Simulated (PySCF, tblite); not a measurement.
# C₁₁H₁₂: geometry, infrared bands, NMR shifts, spin-spin couplings and electronic excitations

Wanted: the infrared bands, NMR shifts, spin-spin couplings and electronic excitations of C₁₁H₁₂ (`C=CC1=C[C@@H]2C(C(=C)C)=C[C@H]12`), by calculation.

Programs: tblite 0.8.0 and PySCF 2.14.0, with density-fitted response routines of our own. Each step states its level of theory. These are calculated values for one molecule in the gas phase, unless marked as measured. Atoms are numbered from 0 throughout.

### 1 The molecule as given

23 atoms, charge 0, multiplicity 1; geometry from: force field or distance geometry start.

Bonds of the start (Å): C0–C1 1.34, C1–C2 1.45, C2–C3 1.34, C3–C4 1.45, C4–C5 1.45, C5–C6 1.47, C6–C7 1.33, C6–C8 1.49, C5–C9 1.33, C9–C10 1.48, C10–C2 1.49, C10–C4 1.47, C0–H11 1.08, C0–H12 1.10, C1–H13 1.10, C3–H14 1.08, C4–H15 1.09, C7–H16 1.08, C7–H17 1.10, C8–H18 1.11, C8–H19 1.12, C8–H20 1.12, C9–H21 1.09, C10–H22 1.07.

### 2 Optimising the geometry with GFN2-xTB

What the job is given:

```
{"job": {"kind": "relax", "xc": "GFN2-xTB", "basis": "xTB"}, "charge": 0, "multiplicity": 1}
C      3.844800    -0.552000     0.781200
C      3.146900     0.432600     0.200300
C      1.840200     0.218100    -0.394700
C      0.989900     1.051000    -1.019300
C      0.039800    -0.026300    -1.224200
C     -0.906100    -0.262800    -0.152200
C     -2.255400     0.268100     0.117600
C     -2.766100     1.132800    -0.751100
C     -3.025000    -0.146300     1.326300
C     -0.105800    -1.107900     0.484500
C      0.946200    -0.965300    -0.545800
H      4.803400    -0.310600     1.209500
H      3.452700    -1.573700     0.846900
H      3.629900     1.420900     0.207800
H      1.028600     2.106100    -1.237100
H     -0.279000    -0.253600    -2.244200
H     -3.752700     1.565100    -0.632800
H     -2.135000     1.370000    -1.616900
H     -2.374400    -0.040700     2.214000
H     -3.265800    -1.230300     1.181500
H     -3.974200     0.433300     1.409600
H     -0.224200    -1.670200     1.412100
H      1.336500    -1.831300    -1.034200
```

Run with:

```sh
$ OMP_NUM_THREADS=2 python probes_run.py task.json out
```

This one command runs all jobs of the session in turn.

**Question.** This job is followed by: GFN2-xTB harmonic vibrations, gas phase; PBE0-D3(BJ)/def2-SVP geometry optimisation, gas phase; GIAO PBE0/pcSseg-1 NMR shielding, non-relativistic, gas phase; B3LYP/pcJ-1 indirect spin-spin coupling, non-relativistic, gas phase; TDDFT PBE0/def2-SVPD, vertical, gas phase, core orbitals frozen in the response; GIAO CAM-B3LYP/pcSseg-1 NMR shielding, non-relativistic, gas phase. Predict these results of the whole session: strongest single infrared mode (GFN2-xTB); zero-point energy (GFN2-xTB); point group; rotational constants (main isotopes); 13C shifts against TMS (PBE0/pcSseg-1); 1H shifts against TMS (PBE0/pcSseg-1, means over atoms taken as alike); largest coupling of the table (B3LYP/pcJ-1); lowest singlet (PBE0/def2-SVPD); brightest single state of those computed; lowest triplet; range of the shift of C5.

As calculated:

| quantity | value |
| --- | --- |
| strongest single infrared mode (GFN2-xTB) | 3027 cm⁻¹, 68 km/mol |
| zero-point energy (GFN2-xTB) | 117.8 kcal/mol |
| point group | C1 |
| rotational constants (main isotopes) | 2.61, 0.64, 0.58 GHz |
| 13C shifts against TMS (PBE0/pcSseg-1) | 164.9, 163.0, 146.8, 144.0, 140.3, 139.4, 122.3, 120.0, 46.3, 44.3, 20.8 ppm |
| 1H shifts against TMS (PBE0/pcSseg-1, means over atoms taken as alike) | 6.63, 6.62, 6.58, 5.56, 5.37, 5.36, 5.19, 3.68, 3.63, 1.91 ppm |
| largest coupling of the table (B3LYP/pcJ-1) | 1J(C,H) C3–H14, 182.7 Hz |
| lowest singlet (PBE0/def2-SVPD) | 4.41 eV (281 nm), f = 0.002 |
| brightest single state of those computed | state 4, 5.36 eV, f = 0.831 |
| lowest triplet | 2.88 eV |
| range of the shift of C5 | 164.9 to 169.9 ppm |

In words: Over 81 steps the energy fell by 0.596 eV; of the close pairs, C4–C10 changed most, 1.471 to 1.556 Å (GFN2-xTB). No mode is imaginary among the 63: a minimum at this level. Unscaled tight-binding wavenumbers are off by several per cent, some by more. Its intensities can rank the bands wrongly. The start of the PBE0/def2-SVP relaxation was shaken at random by about 0.01 Å, so part of the energy gained, and of the first lengths quoted, undoes that. Relaxing lowered the energy by 0.291 eV in 7 steps; the close pair that moved most is C2–C3, from 1.310 to 1.351 Å (PBE0/def2-SVP). In the run at B3LYP/pcJ-1, the largest coupling of the table is C3–H14, 182.7 Hz, of which the Fermi-contact term gives 182.2 Hz. Couplings across rotatable bonds belong to this one conformer; where others are populated, the observed values are averages. The lowest singlet, at 4.41 eV, is HOMO→LUMO 0.86, HOMO−1→LUMO+1 0.09 and is weak; of the 10 states computed, the strongest absorption comes from state 4 at 5.36 eV. The lowest triplet lies 1.53 eV below the lowest singlet (triplets in Tamm-Dancoff, singlets in full TDDFT). Across the 2 runs the shift of C5 moves most, between 164.9 (PBE0/pcSseg-1) and 169.9 ppm (CAM-B3LYP/pcSseg-1). The conformer search found further structures of the same energy, which may be mirror or relabelled copies of this one.
